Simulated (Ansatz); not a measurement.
# C3H4BrCl: the cost of one run

All numbers are computed with Ansatz 0.2.0 through its Python package. Level of theory: PBE/def2-SVP.

## (1) The system

Bond lengths: C1–C2 1.355 Å, C2–C3 1.489 Å, C3–Cl4 1.746 Å, C3–Br5 1.933 Å, C1–H6 1.126 Å, C1–H7 1.073 Å, C2–H8 1.045 Å, C3–H9 1.140 Å. Angles: C1–C2–C3 124.0°, C1–C2–H8 120.4°, C3–C2–H8 115.6°, C2–C1–H6 117.2°, C2–C1–H7 124.7°, H6–C1–H7 117.5°, C2–C3–Cl4 112.4°, C2–C3–Br5 109.9°, C2–C3–H9 109.3°, Cl4–C3–Br5 111.0°, Cl4–C3–H9 106.2°, Br5–C3–H9 107.8°.

The script holds or builds the structure itself.

## (2) The script

File run_torsion.py:

```python
"""Rigid torsion scan of C3H4BrCl."""

import ansatz as az
from ase import Atoms

BASIS = "def2-SVP"
XC = "PBE"
FORCE_TOL = 0.02


def main() -> None:
    atoms = Atoms(["C", "C", "C", "Cl", "Br", "H", "H", "H", "H"], positions=[
        (0.067, 0.5737, 1.3501),
        (-0.4925, 0.0299, 0.2428),
        (0.285, -0.4393, -0.9368),
        (0.1289, -2.1587, -1.1947),
        (-0.2445, 0.5497, -2.5112),
        (-0.6325, 0.9481, 2.1485),
        (1.1098, 0.8014, 1.4591),
        (-1.5265, -0.107, 0.1851),
        (1.3937, -0.244, -0.7602),
    ])

    # start the scan from a relaxed geometry
    first = (
        az.Crystal.molecule_from_ase(atoms).calculation()
        .basis(gaussian=BASIS)
        .functional(XC)
        .relax(force_tolerance=FORCE_TOL, max_steps=80)
    )
    atoms.positions = first.run(threads=1, backend="cpu").report["positions_ang"]

    start = atoms.get_dihedral(2, 1, 0, 5)
    energies = {}
    for turn in range(0, 360, 40):
        turned = atoms.copy()
        turned.set_dihedral(2, 1, 0, 5, start + turn, indices=[0, 5, 6])
        model = az.Crystal.molecule_from_ase(turned).calculation()
        model = model.basis(gaussian=BASIS)
        model = model.functional(XC)
        energies[round((start + turn) % 360)] = model.run(threads=1, backend="cpu").report["free_energy_ev"]
    floor = min(energies.values())
    print("dihedral C2-C1-C0-H5 (deg)   E - E(min) (eV)")
    for angle, e in sorted(energies.items()):
        print(f"{angle:8d} {(e - floor):14.3f}  " + "#" * int(30 * (e - floor) / max(max(energies.values()) - floor, 1e-9)))


if __name__ == "__main__":
    main()
```

## (3) What the engine is handed

The engine receives this input (first run):

```yaml
crystal:
  periodic: [false, false, false]
  atoms:
    - { symbol: C, position_ang: [0.067, 0.5737, 1.3501] }
    - { symbol: C, position_ang: [-0.4925, 0.0299, 0.2428] }
    - { symbol: C, position_ang: [0.285, -0.4393, -0.9368] }
    - { symbol: Cl, position_ang: [0.1289, -2.1587, -1.1947] }
    - { symbol: Br, position_ang: [-0.2445, 0.5497, -2.5112] }
    - { symbol: H, position_ang: [-0.6325, 0.9481, 2.1485] }
    - { symbol: H, position_ang: [1.1098, 0.8014, 1.4591] }
    - { symbol: H, position_ang: [-1.5265, -0.107, 0.1851] }
    - { symbol: H, position_ang: [1.3937, -0.244, -0.7602] }
basis:
  gaussian:
    orbitals: def2-SVP
hamiltonian:
  xc: pbe
relax:
  f_tol: 0.02
  max_steps: 80
```

## (4) The run

Run with:

```sh
$ python run_torsion.py
```

Q: Estimate wall time and peak memory on 1 thread of Arm Neoverse V1, shared host.

About 73 s, with a peak of 0.23 GiB.
